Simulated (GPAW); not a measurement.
## MoSe: band structure with LDA

The system is MoSe.

```
CELL_PARAMETERS angstrom
3.47067 0.00000 0.00000
-1.73533 3.00569 0.00000
0.00000 0.00000 4.37280
ATOMIC_POSITIONS crystal
Mo 0.66667 0.33333 0.02544
Se 0.33333 0.66667 0.11843
```

The cell was built by a generator and needn't be a form met in nature.

```yaml
Program: GPAW 26.7.0
Task: band structure
Functional: LDA
Potentials_or_basis: the program's PAW data sets (release 1.2.1) made for this functional
Cutoff: 600 eV
Basis: pw
k_mesh: 9 × 9 × 6
Occupations: fermi-dirac, width 0.05 eV
Spin: no spin polarisation
Maxiter: 150
Band_path: GMKGALHA,LM,KH
Band_points: 100
```

| Property | Result |
| --- | --- |
| Pressure | 60.6 GPa |
| Largest force | 5.528 eV/Å |
| Band gap along the path | none (metal or under the smearing width) |

Forces in eV/Å, atoms in the order of the input:
```
Mo   0.000  0.000 -5.528
Se   0.000  0.000  5.528
```

Stress tensor (GPa, compression positive):
```
91.17  0.00  0.00
 0.00 91.17  0.00
 0.00  0.00 -0.68
```

Levels at the corners of the path, in eV from the Fermi level:
```csv
point,band 7,band 8,band 9,band 10,band 11,band 12,band 13,band 14
Γ,-6.32,-4.52,-0.78,0.14,0.14,4.47,7.16,8.31
M,-4.07,-3.80,-0.65,-0.46,0.00,2.41,2.41,5.55
K,-4.54,-4.54,-2.32,-0.27,0.32,1.73,3.72,7.74
Γ,-6.32,-4.52,-0.78,0.14,0.14,4.47,7.16,8.31
A,-6.31,-5.26,0.01,0.01,0.58,5.09,5.99,8.24
L,-4.48,-3.81,-0.43,-0.13,0.24,2.39,2.53,4.80
H,-4.68,-4.52,-2.35,0.15,0.99,2.33,3.68,4.19
A,-6.31,-5.26,0.01,0.01,0.58,5.09,5.99,8.24
L,-4.48,-3.81,-0.43,-0.13,0.24,2.39,2.53,4.80
M,-4.07,-3.80,-0.65,-0.46,0.00,2.41,2.41,5.55
K,-4.54,-4.54,-2.32,-0.27,0.32,1.73,3.72,7.74
H,-4.68,-4.52,-2.35,0.15,0.99,2.33,3.68,4.19
```

Wall time 64 s on 1 thread of Arm Neoverse V1, on a shared host, peak memory 0.31 GiB.

Caveat: a pressure of tens of GPa on the cell as given is suspect, and the run, the potentials or the cell itself is likely at fault; forces of over 1 eV/Å show positions far from the minimum, so gaps and moduli don't describe the material at rest.
